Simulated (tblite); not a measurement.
# C3H12GeOSi: the cost of one run

Programs: tblite 0.8.0 and PySCF 2.14.0, with density-fitted response routines of our own. Each step states its level of theory. These are calculated values for one molecule, in the gas phase or a continuum, unless marked as measured. Atoms are numbered from 0 throughout.

**1. The starting structure**

18 atoms, charge 0, multiplicity 1; geometry from: force field or distance geometry start.

Bonds of the start (Å): C0–O1 1.41, O1–C2 1.41, C2–Si3 1.87, Si3–C4 1.86, C4–Ge5 1.95, C0–H6 1.11, C0–H7 1.12, C0–H8 1.11, C2–H9 1.12, C2–H10 1.10, Si3–H11 1.48, Si3–H12 1.48, C4–H13 1.10, C4–H14 1.11, Ge5–H15 1.55, Ge5–H16 1.55, Ge5–H17 1.55.

**2. Relaxing the molecule with GFN2-xTB**

Job settings and geometry (Å):

```
{"job": {"kind": "relax", "xc": "GFN2-xTB", "basis": "xTB"}, "charge": 0, "multiplicity": 1}
C      2.608100     1.056800    -0.706600
O      1.680500     0.006200    -0.537800
C      0.929200     0.236400     0.634900
Si    -0.326000    -1.131400     0.816700
C     -1.367500    -1.302600    -0.711400
Ge    -2.410300     0.320000    -0.997200
H      3.299500     1.141700     0.152700
H      2.076500     2.029900    -0.863300
H      3.210900     0.850900    -1.610400
H      0.353500     1.196000     0.560500
H      1.559400     0.243500     1.538200
H     -1.196600    -0.862200     1.980500
H      0.385800    -2.401100     1.062600
H     -2.052400    -2.162200    -0.607000
H     -0.710800    -1.463100    -1.592800
H     -1.453000     1.512200    -1.252700
H     -3.255400     0.612700     0.271400
H     -3.340000     0.122600    -2.216600
```

Run with:

```
$ OMP_NUM_THREADS=1 python probes_run.py task.json out
```

This one command runs all jobs of the session in turn.

**Question.** How long does this first job take on 1 thread of Arm Neoverse V1, shared host, and how much memory does it need?

About 2.3 s, with a peak of 0.18 GiB.
